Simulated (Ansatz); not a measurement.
# HfGe (Pm-3m) in Ansatz: further runs

One crystal, HfGe, is run at these levels: PBE; tasks: single point, relaxation of cell and atoms.

Program: Ansatz 0.2.0. These are calculated values, not measurements. Logs are shortened: lines on timing, memory, paths and dates and some standing lists are left out, and cuts for length are marked.

### 1 The structure

The structure is cubic, space group Pm-3m (No. 221). Conventional cell: a = 3.501 Å, b = 3.501 Å, c = 3.501 Å, α = 90.00°, β = 90.00°, γ = 90.00°. Hf (site symmetry m-3m) is surrounded by 8 Ge at 3.03 Å. Ge (site symmetry m-3m) is surrounded by 8 Hf at 3.03 Å.

The cell was built by a generator and needn't be a form met in nature.

### 2 Single point, PBE

Contents of input.yaml:

```yaml
crystal:
  lattice:
    - [3.50083787, 0.0, 0.0]
    - [0.0, 3.50083787, 0.0]
    - [0.0, 0.0, 3.50083787]
  atoms:
    - { symbol: Hf, position: [0.0, 0.0, 0.0] }
    - { symbol: Ge, position: [0.5, 0.5, 0.5] }
hamiltonian:
  xc: pbe
  pseudopotentials: { kind: paw }
kpoints:
  mp_grid: { grid: [8, 8, 8] }
scf:
  occupations: { method: gaussian, width: 0.011 }
output:
  forces: true
  stress: true
  eigenvalues: true
```

Potentials or basis: Ansatz PAW.

Run with:

```console
$ ansatz run input.yaml --threads 2 --pin off --max-ram 5632MiB --backend cpu --events-out ev --progress --plain --runs-dir out
```

The log of the run:

```text
Warning: RAYON_NUM_THREADS=2 ignored (pool sized by the plan → 2); use --threads N
Engine: ansatz 0.2.0, x86_64-unknown-linux-gnu
Pseudopotentials: kind: paw
Pseudopotential: Hf, paw, valence charge 26, recommended cutoff 420 eV (normal), Hf.paw.azcp
Pseudopotential: Ge, paw, valence charge 14, recommended cutoff 420 eV (normal), Ge.paw.azcp
Functional definition: PBE
  parameter kappa = 0.804
  parameter beta = 0.06672455060314922
  exchange = pbe_x(kappa = kappa, mu = beta*pi^2/3)
  correlation = pbe_c(beta = beta)
Crystal: 2 atoms, lattice volume = 42.906 Å³
Basis set: ecut = 420 eV, 847 PW (Γ), exchange–correlation on 48×48×48 points (8 copies of the dense FFT grid, shifted against one another)
Bands: 24, of which v1, the nominal top of the filled ones, is band 20 counted from 1 (19 counted from 0)
Symmetry: 48 space group operations
Space group: Pm-3m (ITA 221), of the structure as read, at distance tolerance 3.5e-5 Å
k-points: 35 of 512
Non-local potential: Hf, projectors of the file, l = 0: 3, l = 1: 2, l = 2: 2, l = 3: 3
Non-local potential: Ge, projectors of the file, l = 0: 2, l = 1: 2, l = 2: 3, l = 3: 1
PAW form: soft (Blöchl's): semilocal exchange-correlation on the pseudo side does not see the compensation charge
PAW one-centre angular grid: Hf, 590 points (default); XC on 64 Gauss nodes
PAW one-centre angular grid: Ge, 590 points (default); XC on 64 Gauss nodes
Initial density: superposition of atomic densities (neutral atoms: chi_scale 0, normalization atom), corrected by the library's trained network
Initial wavefunctions: pseudopotential atomic-orbital guess
Functional: x = pbe(κ = 0.804, μ = 0.2195149727645171), c = pbe(β = 0.06672455060314922)
SCF iter   1: F=—  HF=-20016.654337 eV  |F-HF|=—  |Δ(HF+E_count)|=         —  Δρ=2.55e-3  dr2=4.62e-3  ethr=1.77e-3  ⟨swp⟩=4.6  Hψ=3029  notcnv=0
preconditioner: auto → Kerker (q_TF=auto, 2.697 Å⁻¹)  [metal: Δε(μ)=0.009 eV  Ē_g=19.078 eV  σ=0.011 eV  W_gap=0.42  n_scr=18 (ndim 8)  ℏωp=34.9 eV  f_vac=0.000  D(μ)=11.22/eV (n_scr^D=250)]
SCF iter   2: F=—  HF=-20016.654126 eV  |F-HF|=—  |Δ(HF+E_count)|=   2.11e-4  Δρ=1.52e-3  dr2=1.43e-3  ethr=1.15e-5  ⟨swp⟩=2.1  Hψ=1378  notcnv=0  defer=4
SCF iter   3: F=—  HF=-20016.654090 eV  |F-HF|=—  |Δ(HF+E_count)|=   3.55e-5  Δρ=4.15e-4  dr2=9.81e-5  ethr=3.57e-6  ⟨swp⟩=2.7  Hψ=1475  notcnv=0  defer=4
SCF iter   4: F=—  HF=-20016.654025 eV  |F-HF|=—  |Δ(HF+E_count)|=   6.54e-5  Δρ=1.68e-4  dr2=8.21e-6  ethr=2.45e-7  ⟨swp⟩=2.1  Hψ=1522  notcnv=0  defer=4
SCF iter   5: F=—  HF=-20016.654113 eV  |F-HF|=—  |Δ(HF+E_count)|=   8.78e-5  Δρ=6.38e-5  dr2=1.15e-6  ethr=2.05e-8  ⟨swp⟩=2.1  Hψ=1446  notcnv=0  defer=4
SCF iter   6: F=—  HF=-20016.654112 eV  |F-HF|=—  |Δ(HF+E_count)|=   3.51e-7  Δρ=2.19e-5  dr2=1.63e-7  ethr=2.87e-9  ⟨swp⟩=2.0  Hψ=1419  notcnv=0  defer=4
SCF iter   7: F=-20016.654113 eV  HF=-20016.654113 eV  |F-HF|=3.38e-9  |Δ(HF+E_count)|=   3.26e-8  Δρ=7.56e-6  dr2=1.79e-8  ethr=2.50e-10  ⟨swp⟩=4.4  Hψ=3111  notcnv=0
SCF 1 converged in 7 iterations: F = -20016.654113 eV  dr2 = 1.79e-8
SCF converged after 7 iterations
Free energy (F): -20016.654113 eV
Harris-Foulkes:  -20016.654113 eV  (|F-HF|=3.38e-9)
Internal energy: -20016.653482 eV  (E = F + TS)
E sigma→0 (E₀):  -20016.653797 eV
Entropy (-TS):   -0.000630 eV (-0.315 meV/atom)
Fermi energy:    15.102889 eV
--- Per-component energies (eV) ---
  E_band       = -152.459494
  E_kinetic    = 529.286367
  E_local      = -7580.274186  (includes V_loc(G=0)·N_el)
  E_nonlocal   = -828.067179
  E_hartree    = 3469.316090
  E_xc         = -373.441180
  E_vxc        = -328.003156  (∫ρ·V_xc dr)
  E_paw        = -8944.529495  (= ΣΔE_a)
  E_vpaw       = 1115.958189  (= ΣTr[D̂ρ^β])
  E_aug_tail   = 0.000302  (compensation charges beyond the density's cutoff)
  E_ewald      = -6288.944202
  E_smearing   = -0.000630  (= −TS)
  E_closure    = 0.000000  (closes the sum)
  Σ components = -20016.654113   (vs F -20016.654113, Δ=0.00e0)
--- Forces (eV/Å), atoms counted from 1 ---
  atom   1  Hf     0.00000000    -0.00000000     0.00000000
  atom   2  Ge     0.00000000     0.00000000     0.00000000
  max |Σ_I F_I| component: 1.62e-29 eV/Å
--- Stress (GPa, compression-positive) ---
      -11.436619       0.000000      -0.000000
        0.000000     -11.436619       0.000000
        0.000000      -0.000000     -11.436619
  P = ⅓ Tr σ = -11.4366 GPa (-114.366 kbar)
--- Band table (eV; the first three rows and the last of 35) ---
  k-point 0: bands = ["-47.4207", "-15.9648", "-15.9648", "-15.9648", "-8.9343", "-8.9343", "-8.9262", "-8.9262", "-8.9262", "2.5953", "2.5958", "2.5958", "2.5958", "2.6081", "2.6081", "2.6081", "4.4270", "13.9200", "13.9200", "16.7597", "16.7597", "16.7597", "18.1809", "18.1809"]
  k-point 1: bands = ["-47.4200", "-15.9889", "-15.9629", "-15.9629", "-8.9341", "-8.9309", "-8.9267", "-8.9267", "-8.9261", "2.5950", "2.5951", "2.5967", "2.5967", "2.6049", "2.6091", "2.6091", "4.6331", "13.4472", "14.0145", "16.1697", "16.2096", "16.2096", "18.2176", "18.8634"]
  k-point 2: bands = ["-47.4182", "-16.0467", "-15.9583", "-15.9583", "-8.9336", "-8.9277", "-8.9277", "-8.9258", "-8.9228", "2.5933", "2.5941", "2.5976", "2.5986", "2.5986", "2.6120", "2.6120", "5.2218", "11.8709", "14.2632", "15.4580", "15.4580", "16.7224", "18.3087", "20.0582"]
  k-point 34: bands = ["-47.4059", "-16.0885", "-16.0885", "-16.0885", "-8.9333", "-8.9333", "-8.9333", "-8.8994", "-8.8994", "2.5718", "2.6013", "2.6013", "2.6013", "2.6077", "2.6077", "2.6077", "9.2257", "11.3751", "11.3751", "11.3751", "18.2953", "18.2953", "18.2953", "19.8154"]
```

Wall time 0.51 s (2 threads of AMD EPYC 9R45 (Zen 5), shared host); peak memory 0.4 GiB.

Results:

```yaml
Free_energy: -20016.6541 eV
Pressure: -11.4 GPa
Band_gap_on_the_k_mesh: none (metal or under the smearing width)
```

Levels at points of the mesh, in eV from the Fermi level:
| k point | band 16 | band 17 | band 18 | band 19 | band 20 | band 21 | band 22 | band 23 | band 24 |
| --- | --- | --- | --- | --- | --- | --- | --- | --- | --- |
| (0.00, 0.00, 0.00) | -12.49 | -10.68 | -1.18 | -1.18 | 1.66 | 1.66 | 1.66 | 3.08 | 3.08 |
| (0.00, 0.00, -0.50) | -12.49 | -8.46 | -5.79 | -0.42 | -0.34 | -0.34 | 3.34 | 4.28 | 6.43 |
| (0.00, -0.50, -0.50) | -12.48 | -7.93 | -2.74 | -2.74 | -1.73 | 1.49 | 1.49 | 3.25 | 3.64 |
| (-0.50, -0.50, -0.50) | -12.50 | -5.88 | -3.73 | -3.73 | -3.73 | 3.19 | 3.19 | 3.19 | 4.71 |

### 3 Relaxation of cell and atoms, PBE

input.yaml, as its differences from that of step 2:

```diff
@@ -14,3 +14,3 @@
 scf:
-  occupations: { method: gaussian, width: 0.011 }
+  occupations: { method: fermi_dirac, width: 0.05 }
 output:
@@ -19 +19,5 @@
   eigenvalues: true
+relax:
+  f_tol: 0.01
+  max_steps: 40
+  cell: { stress_tol: 0.05 }
```

Potentials or basis: Ansatz PAW.

Run with:

```console
$ ansatz run input.yaml --threads 2 --pin off --max-ram 5632MiB --backend cpu --events-out ev --progress --plain --runs-dir out
```

Wall time 2.4 s (2 threads of AMD EPYC 9R45 (Zen 5), shared host); peak memory 0.43 GiB.

Results (log left out):

```yaml
Free_energy: -20016.8797 eV
Relaxed_volume: 18.83 Å³/atom
Relaxed_cell: a = 3.352 Å, b = 3.352 Å, c = 3.352 Å, α = 90.00°, β = 90.00°, γ = 90.00°
Space_group_after_relaxing_to_0.05_Å: Pm-3m (No. 221)
Energy_gained_by_relaxing: 104.1 meV/atom
Ionic_steps: 5
Pressure_after_relaxing: 0.0 GPa
Band_gap_on_the_k_mesh: none (metal or under the smearing width)
```

Step by step:
| step | energy change (eV) | largest force (eV/Å) | volume (Å³) |
| --- | --- | --- | --- |
| 1 | 0.0000 | 0.0000 | 42.91 |
| 2 | -0.2043 | 0.0000 | 36.93 |
| 3 | -0.2089 | 0.0000 | 37.83 |
| 4 | -0.2093 | 0.0000 | 37.65 |
| 5 | -0.2081 | 0.0000 | 37.65 |

Final structure:
```xyz
2
Lattice="3.3518 0.0000 0.0000 0.0000 3.3518 0.0000 0.0000 0.0000 3.3518" Properties=species:S:1:pos:R:3 pbc="T T T"
Hf    0.0000    0.0000    0.0000
Ge    1.6759    1.6759    1.6759
```

Levels at points of the mesh, in eV from the Fermi level:
| k point | band 18 | band 19 | band 20 | band 21 | band 22 | band 23 |
| --- | --- | --- | --- | --- | --- | --- |
| (0.00, 0.00, 0.00) | -1.49 | -1.49 | 1.91 | 1.91 | 1.91 | 3.58 |
| (0.00, 0.00, -0.50) | -6.37 | -0.58 | -0.45 | -0.45 | 3.90 | 5.07 |
| (0.00, -0.50, -0.50) | -2.97 | -2.97 | -1.85 | 1.64 | 1.64 | 4.07 |
| (-0.50, -0.50, -0.50) | -4.34 | -4.34 | -4.34 | 3.71 | 3.71 | 3.71 |

Caveat: the plane-wave basis is chosen anew once the cell has moved, so the energies of steps on either side of that aren't comparable. Spin-orbit coupling is left out, which matters for the levels of Hf.
